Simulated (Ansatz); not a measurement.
# CH₇AlBGaSi: a ladder of functionals and wavefunction methods

The task here is to estimate one member of a computed series from the others.

Program: Ansatz 0.2.0, Gaussian basis. Level of theory: functionals in def2-TZVPP, the program's frozen cores in correlated methods. These are calculated values, not measurements.

Levels to be run: LDA (SPW92), PBE-D4, revPBE-D4, BLYP-D4, r2SCAN-D4, B97M-V, PBE0-D4, B3LYP-D4, r2SCANh-D4, r2SCAN0-D4, HSE06-D4, BHLYP-D4, CAM-B3LYP-D4, LC-ωPBE, ωB97X-V, ωB97M-V, B2PLYP, PBE-QIDH; CCSD(T)/def2-SVP; CCSD(T)/def2-TZVPP; MP2/def2-QZVPP; extrapolation to the limit; RPA on PBE.

## Structure used throughout

An earlier PBE0-D4 in a triple-zeta def2 set relaxation fixed the geometry.

SMILES `[BH2][Ga]1[CH2][SiH2][AlH]1`, 12 atoms, charge 0, spin multiplicity 1.

Atoms are counted from 1 here; the program's logs count them from 0.

Bond lengths: B1–Ga2 2.045 Å, B1–H6 1.198 Å, B1–H7 1.199 Å, Ga2–C3 2.015 Å, Ga2–Al5 2.573 Å, C3–Si4 1.891 Å, C3–H8 1.100 Å, C3–H9 1.092 Å, Si4–Al5 2.456 Å, Si4–H10 1.494 Å, Si4–H11 1.500 Å, Al5–H12 1.593 Å. Angles: Ga2–B1–H6 121.9°, Ga2–B1–H7 121.3°, H6–B1–H7 116.5°, B1–Ga2–C3 133.1°, B1–Ga2–Al5 142.3°, C3–Ga2–Al5 83.8°, Ga2–C3–Si4 101.4°, Ga2–C3–H8 104.7°, Ga2–C3–H9 116.2°, Si4–C3–H8 108.5°, Si4–C3–H9 117.1°, H8–C3–H9 108.0°, C3–Si4–Al5 89.7°, C3–Si4–H10 115.5°, C3–Si4–H11 107.7°, Al5–Si4–H10 129.9°, Al5–Si4–H11 105.3°, H10–Si4–H11 106.4° and more.

Set-up of the first run:

in.yaml reads:

```yaml
crystal:
  periodic: [false, false, false]
  atoms:
    - {symbol: B, position_ang: [-2.833990, 0.858438, 0.036930]}
    - {symbol: Ga, position_ang: [-0.829126, 0.507242, 0.239569]}
    - {symbol: C, position_ang: [0.251567, -1.165214, 0.548411]}
    - {symbol: Si, position_ang: [1.794565, -0.811210, -0.485926]}
    - {symbol: Al, position_ang: [1.473724, 1.596334, -0.120428]}
    - {symbol: H, position_ang: [-3.511513, 1.211797, 0.959992]}
    - {symbol: H, position_ang: [-3.366163, 0.829832, -1.036836]}
    - {symbol: H, position_ang: [0.528167, -1.126185, 1.611921]}
    - {symbol: H, position_ang: [-0.261645, -2.111644, 0.367732]}
    - {symbol: H, position_ang: [2.977823, -1.675995, -0.194548]}
    - {symbol: H, position_ang: [1.441984, -1.044849, -1.925462]}
    - {symbol: H, position_ang: [2.334617, 2.931456, -0.001355]}
basis:
  gaussian: {orbitals: def2-TZVPP}
hamiltonian: {xc: lda}
output: {orbitals: {seedname: orbitals}}
```

Steps of the session up to this table: LDA; PBE-D4 (GGA); revPBE-D4 (GGA); BLYP-D4 (GGA); r2SCAN-D4 (meta-GGA); B97M-V (meta-GGA); PBE0-D4 (hybrid); B3LYP-D4 (hybrid); r2SCANh-D4 (hybrid); r2SCAN0-D4 (hybrid); HSE06-D4 (hybrid); BHLYP-D4 (hybrid); CAM-B3LYP-D4 (range-separated); LC-ωPBE (range-separated); ωB97X-V (range-separated); ωB97M-V (range-separated); B2PLYP (double hybrid); PBE-QIDH (double hybrid).

One of the session's tables, all rows but one given; the rest of the session is left out.

It belongs to the step «Frontier levels by functional». 

| functional | HOMO (eV) | LUMO (eV) | gap (eV) |
| --- | --- | --- | --- |
| LDA (SPW92) | ? | ? | ? |
| PBE-D4 | -5.07 | -3.43 | 1.64 |
| revPBE-D4 | -5.02 | -3.33 | 1.69 |
| BLYP-D4 | -4.90 | -3.26 | 1.64 |
| r2SCAN-D4 | -5.22 | -3.27 | 1.95 |
| B97M-V | -5.24 | -3.37 | 1.86 |
| PBE0-D4 | -5.88 | -2.65 | 3.22 |
| B3LYP-D4 | -5.70 | -2.81 | 2.90 |
| r2SCANh-D4 | -5.52 | -2.99 | 2.53 |
| r2SCAN0-D4 | -5.98 | -2.59 | 3.39 |
| HSE06-D4 | -5.50 | -3.03 | 2.48 |
| BHLYP-D4 | -6.57 | -1.79 | 4.78 |
| CAM-B3LYP-D4 | -6.95 | -1.62 | 5.33 |
| LC-ωPBE | -8.11 | -0.60 | 7.52 |
| ωB97X-V | -7.84 | -0.70 | 7.14 |
| ωB97M-V | -7.65 | -0.92 | 6.73 |

Q: Estimate the row for LDA (SPW92) from the others.

As computed: HOMO (eV): -5.20; LUMO (eV): -3.64; gap (eV): 1.56. In the column «HOMO (eV)» it lies between r2SCAN-D4 (-5.22) and PBE-D4 (-5.07).
